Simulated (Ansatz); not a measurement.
I need a rigid scan of one bond angle of ClH₅OSi₂, SMILES [SiH3]O[SiH2]Cl. Use Ansatz 0.2.0 through its Python package. Use (for the species named): CAM-B3LYP, def2-SVP basis, multiplicity 1.

```yaml
atoms:
  - { symbol: Si, position_ang: [0.4780, 1.4412, 0.3020] }
  - { symbol: O, position_ang: [0.4911, -0.1650, 0.2467] }
  - { symbol: Si, position_ang: [-0.4694, -1.4107, -0.3029] }
  - { symbol: Cl, position_ang: [0.6589, -3.1140, 0.1543] }
  - { symbol: H, position_ang: [0.3350, 2.0028, -1.1109] }
  - { symbol: H, position_ang: [1.6492, 2.0350, 0.9401] }
  - { symbol: H, position_ang: [-0.7423, 1.9130, 1.0563] }
  - { symbol: H, position_ang: [-1.6996, -1.4243, 0.4146] }
  - { symbol: H, position_ang: [-0.6124, -1.3243, -1.7172] }
```

`clh5osi2.py`:
```python
'''Bending curve of ClH5OSi2.'''

from dataclasses import dataclass
import warnings

import ansatz
from ase import Atoms


@dataclass
class Settings:
    basis_set: str = 'def2-SVP'
    xc: str = 'cam_b3lyp'
    fmax: float = 0.02


opts = Settings()

warnings.simplefilter('ignore', ansatz.DeckWarning)

atoms = Atoms(['Si', 'O', 'Si', 'Cl', 'H', 'H', 'H', 'H', 'H'], positions=[
    (0.478, 1.4412, 0.302),
    (0.4911, -0.165, 0.2467),
    (-0.4694, -1.4107, -0.3029),
    (0.6589, -3.114, 0.1543),
    (0.335, 2.0028, -1.1109),
    (1.6492, 2.035, 0.9401),
    (-0.7423, 1.913, 1.0563),
    (-1.6996, -1.4243, 0.4146),
    (-0.6124, -1.3243, -1.7172),
])

# relax first, so that the scan starts from a minimum
first = (
    ansatz.Crystal.molecule_from_ase(atoms).calculation()
    .basis(gaussian=opts.basis_set)
    .functional(opts.xc)
    .relax(force_tolerance=opts.fmax, max_steps=80)
)
atoms.positions = first.run().report['positions_ang']

rows = []
for angle in [85, 95, 105, 115, 125, 140, 160]:
    bent = atoms.copy()
    bent.set_angle(0, 1, 2, angle, indices=[2, 3, 7, 8])
    calc = (
        ansatz.Crystal.molecule_from_ase(bent).calculation()
        .basis(gaussian=opts.basis_set)
        .functional(opts.xc)
    )
    rows.append((angle, calc.run().report['free_energy_ev']))
floor = min(e for _, e in rows)
for angle, e in rows:
    print(f'angle Si0-O1-Si2 = {angle:3d} deg   {1000 * (e - floor):9.1f} meV')
```

Running `python clh5osi2.py` prints:
```text
angle Si0-O1-Si2 =  85 deg     24099.2 meV
angle Si0-O1-Si2 =  95 deg      7780.0 meV
angle Si0-O1-Si2 = 105 deg      2749.1 meV
angle Si0-O1-Si2 = 115 deg       919.1 meV
angle Si0-O1-Si2 = 125 deg       285.5 meV
angle Si0-O1-Si2 = 140 deg        34.7 meV
angle Si0-O1-Si2 = 160 deg         0.0 meV
```

What to keep in mind:
- These settings explore the input space; basis and method may be short of convergence.
- The scan is rigid, and the energies are electronic, in a modest basis. The zero is the lowest point of the grid, which needn't be the minimum.
- It ran for 110 s on 1 thread of Arm Neoverse V2, on a shared host, peak memory 0.3 GiB.

(Lines on the test bed's own set-up are left out of the output.)
